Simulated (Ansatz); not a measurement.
Working through a convergence test of the plane-wave cutoff of YCu₂, space group Fd-3m

With Ansatz 0.2.0, Python API.

Run as a notebook:

```python
import ansatz as az
from tabulate import tabulate
```

```python
lattice = az.Lattice.of(
    (0.0, 3.730595, 3.730595),
    (3.730595, 0.0, 3.730595),
    (3.730595, 3.730595, 0.0),
)
sites = [
    ("Y", (0.0, 0.0, 0.0)),
    ("Y", (0.25, 0.25, 0.25)),
    ("Cu", (0.125, 0.625, 0.625)),
    ("Cu", (0.625, 0.125, 0.625)),
    ("Cu", (0.625, 0.625, 0.125)),
    ("Cu", (0.625, 0.625, 0.625)),
]
cell = az.Crystal(lattice=lattice)
for symbol, position in sites:
    cell = cell.atom(symbol, position)
```

```python
setup = (
    cell.calculation()
    .scf(tolerance=1e-09)
    .functional(az.Functional.LDA)
    .occupations(az.OccupationsMethod.FERMI_DIRAC, width=0.1)
    .kpoints(6)
)

rows = []
for value in [250, 300, 350, 400, 450]:
    r = setup.basis(value).run(threads=1).report
    rows.append((value, r["free_energy_ev"] / len(r["lattice"]["sites"]), r["n_iterations"], r["n_pw"]))
```

    DeckWarning: basis.ecutwfc = 250 eV is below the records' recommended 420 eV, and the density's cutoff is lower with it unless basis.ecutrho_ratio is high enough to keep the records' density cutoff: compare with a run at a higher cutoff
    DeckWarning: basis.ecutwfc = 300 eV is below the records' recommended 420 eV, and the density's cutoff is lower with it unless basis.ecutrho_ratio is high enough to keep the records' density cutoff: compare with a run at a higher cutoff
    DeckWarning: basis.ecutwfc = 350 eV is below the records' recommended 420 eV, and the density's cutoff is lower with it unless basis.ecutrho_ratio is high enough to keep the records' density cutoff: compare with a run at a higher cutoff
    DeckWarning: basis.ecutwfc = 400 eV is below the records' recommended 420 eV, and the density's cutoff is lower with it unless basis.ecutrho_ratio is high enough to keep the records' density cutoff: compare with a run at a higher cutoff

```python
print(tabulate(rows, headers=["cutoff (eV)", "F/atom (eV)", "iterations", "plane waves"], floatfmt=".4f", tablefmt="grid"))
```

    +---------------+---------------+--------------+---------------+
    |   cutoff (eV) |   F/atom (eV) |   iterations |   plane waves |
    +===============+===============+==============+===============+
    |           250 |    -5617.3790 |            9 |           941 |
    +---------------+---------------+--------------+---------------+
    |           300 |    -5618.9273 |            8 |          1243 |
    +---------------+---------------+--------------+---------------+
    |           350 |    -5619.1136 |            8 |          1471 |
    +---------------+---------------+--------------+---------------+
    |           400 |    -5619.1257 |            8 |          1917 |
    +---------------+---------------+--------------+---------------+
    |           450 |    -5619.1265 |            8 |          2229 |
    +---------------+---------------+--------------+---------------+

```python
# the last row is the reference
for row in rows[:-1]:
    shift = 1000 * (row[1] - rows[-1][1])
    print(f"{row[0]}: {shift:+.2f} meV/atom" + ("  (within 5 meV)" if abs(shift) < 5 else ""))
```

    250: +1747.45 meV/atom
    300: +199.18 meV/atom
    350: +12.92 meV/atom
    400: +0.84 meV/atom  (within 5 meV)

From 400 eV on it stays within 5 meV an atom of the value at 450 eV; the first row (250 eV) is off by 1747.5 meV and the last but one by 0.84 meV. The energy falls steadily, as expected when plane waves are added. The last run costs about 2.2 times the first.

The run is spin-unpolarised. The mesh is modest for a metal, so energies can be off by several to tens of meV an atom and pressures by half a GPa or more; differences at equal mesh fare better. The structure comes from a database of computed cells and needn't be a stable or known phase. Warnings are shown shortened and without file and line. Shifts are counted from the last row, which is itself no proven limit. Run time: 25 s on 1 thread of Arm Neoverse V1, on a shared host, peak memory 0.47 GiB.
